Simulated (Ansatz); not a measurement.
Predict the output of the script below (the Python package of Ansatz (0.2.0)).

`csgah4.py`:
```python
import ansatz as az
import numpy as np

config = {
    "crystal": {
        "lattice": [[5.564576, 0.0, 0.0], [0.0, 5.564576, 0.0], [0.0, 0.0, 7.774179]],
        "atoms": [
            {"symbol": "Cs", "position": [0.5, 0.5, 0.0]},
            {"symbol": "Cs", "position": [0.0, 0.0, 0.5]},
            {"symbol": "Ga", "position": [0.0, 0.0, 0.0]},
            {"symbol": "Ga", "position": [0.5, 0.5, 0.5]},
            {"symbol": "H", "position": [0.0, 0.766629, 0.882193]},
            {"symbol": "H", "position": [0.0, 0.233371, 0.882193]},
            {"symbol": "H", "position": [0.766629, 0.0, 0.117807]},
            {"symbol": "H", "position": [0.233371, 0.0, 0.117807]},
            {"symbol": "H", "position": [0.266629, 0.5, 0.382193]},
            {"symbol": "H", "position": [0.733371, 0.5, 0.382193]},
            {"symbol": "H", "position": [0.5, 0.266629, 0.617807]},
            {"symbol": "H", "position": [0.5, 0.733371, 0.617807]},
        ],
    },
    "kpoints": {"mp_grid": {"grid": [3, 3, 3]}},
    "hamiltonian": {"xc": "pbesol"},
    "scf": {"occupations": {"method": "fixed"}},
    "basis": {"ecutwfc": 420},
    "output": {"stress": True, "eigenvalues": True},
}

planned = az.Session.from_dict(config).plan(threads=1, pin="off")
outcome = planned.execute()
summary = outcome.report

n_atoms = len(summary["lattice"]["sites"])
print("F =", round(summary["free_energy_ev"], 4), "eV for", n_atoms, "atoms")
print("E(sigma -> 0) =", round(summary["energy_sigma0_ev"], 4), "eV, TS =", round(summary["entropy_ts_ev"], 5), "eV")
print("closed by", summary["closed_by"], "after", summary["n_iterations"], "iterations")

edges = summary.get("band_edges_ev")
if edges:
    print(f"band edges on the mesh: {edges[0]:.3f} and {edges[1]:.3f} eV, gap {edges[1] - edges[0]:.3f} eV")
else:
    print("no band edges reported (a metal, or a gap too narrow for this smearing); Fermi level", round(summary["fermi_energy_ev"], 3), "eV")

sigma = summary["stress_gpa"]
voigt = [sigma[0][0], sigma[1][1], sigma[2][2], sigma[1][2], sigma[0][2], sigma[0][1]]
print("stress xx yy zz yz xz xy (GPa, compression positive):", " ".join(f"{s:.3f}" for s in voigt))
print("P =", round(10 * float(np.mean(voigt[:3])), 2), "kbar")

fermi = summary["fermi_energy_ev"]
print("levels less the Fermi level (eV) at the first k-points (first spin channel where there are two)")
for k, levels in list(zip(summary["kpoints_frac"], summary["eigenvalues_ev"]))[:3]:
    print("k = ({:.3f}, {:.3f}, {:.3f})".format(*k))
    print("   ", " ".join(f"{e - fermi:.3f}" for e in levels))

terms = summary["components"]
print({name: round(terms[name], 3) for name in ("e_kinetic", "e_hartree", "e_xc", "e_local", "e_nonlocal", "e_ewald", "e_paw") if name in terms})

print("doubts on the final state:", summary["published_state_doubts"] or "none")
print("warnings:", sorted({n["data"]["kind"] for n in outcome.notices if n["data"].get("severity") in ("warning", "doubt")}) or "none")
```

```console
$ python csgah4.py
F = -18785.5066 eV for 12 atoms
E(sigma -> 0) = -18785.5066 eV, TS = 0.0 eV
closed by deck_thresholds after 7 iterations
band edges on the mesh: 0.117 and 4.589 eV, gap 4.471 eV
stress xx yy zz yz xz xy (GPa, compression positive): -0.185 -0.185 -0.108 0.000 0.000 0.000
P = -1.6 kbar
levels less the Fermi level (eV) at the first k-points (first spin channel where there are two)
k = (0.000, 0.000, 0.000)
    -19.339 -19.329 -11.702 -11.701 -11.700 -11.700 -11.698 -11.698 -11.558 -11.557 -11.557 -11.557 -6.331 -6.199 -6.199 -6.120 -6.117 -6.117 -5.321 -5.061 -0.644 -0.339 -0.261 -0.261 -0.000 0.000 4.729 5.053 5.646 5.646 5.661 6.339 6.773 6.830
k = (0.000, 0.000, 0.333)
    -19.336 -19.331 -11.701 -11.701 -11.700 -11.700 -11.699 -11.699 -11.558 -11.558 -11.557 -11.557 -6.383 -6.302 -6.179 -6.179 -6.135 -6.135 -5.036 -4.926 -0.778 -0.626 -0.274 -0.274 -0.014 -0.014 4.471 4.929 5.716 6.153 6.153 6.387 6.955 7.412
k = (0.000, 0.333, 0.000)
    -19.334 -19.330 -11.701 -11.701 -11.700 -11.700 -11.699 -11.699 -11.558 -11.558 -11.557 -11.557 -6.420 -6.408 -6.268 -6.163 -6.156 -6.115 -4.868 -4.760 -0.787 -0.755 -0.373 -0.334 -0.293 -0.217 5.304 5.705 5.785 5.926 6.260 6.912 7.022 7.589
{'e_kinetic': 621.159, 'e_hartree': 2686.855, 'e_xc': -552.458, 'e_local': -5997.657, 'e_nonlocal': 922.555, 'e_ewald': -2601.859, 'e_paw': -13866.108}
doubts on the final state: none
warnings: none
```

Reading the output:
- Absolute energies stand on the zero of these potentials, so only differences at equal settings mean something. A total without «per atom» is that of the cell as typed.
- Along an axis with an odd division the mesh misses the point at one half; a gap read on a finite mesh is an upper bound on this functional's gap.
- Semilocal gaps usually lie well under measured ones.
- The energy terms are those on the plane-wave grid, with the one-centre PAW part apart; the terms shown are only some of the summands, so they needn't add up to F.
- With fixed filling the reported Fermi level is the top filled level among the k-points of the SCF.
- The structure comes from a database of computed cells and needn't be a stable or known phase.
- Levels are Kohn-Sham eigenvalues on this mesh, without spin-orbit coupling.
- Finished in 4.5 s on 1 thread of Arm Neoverse V1 (shared host), peak memory 0.5 GiB.
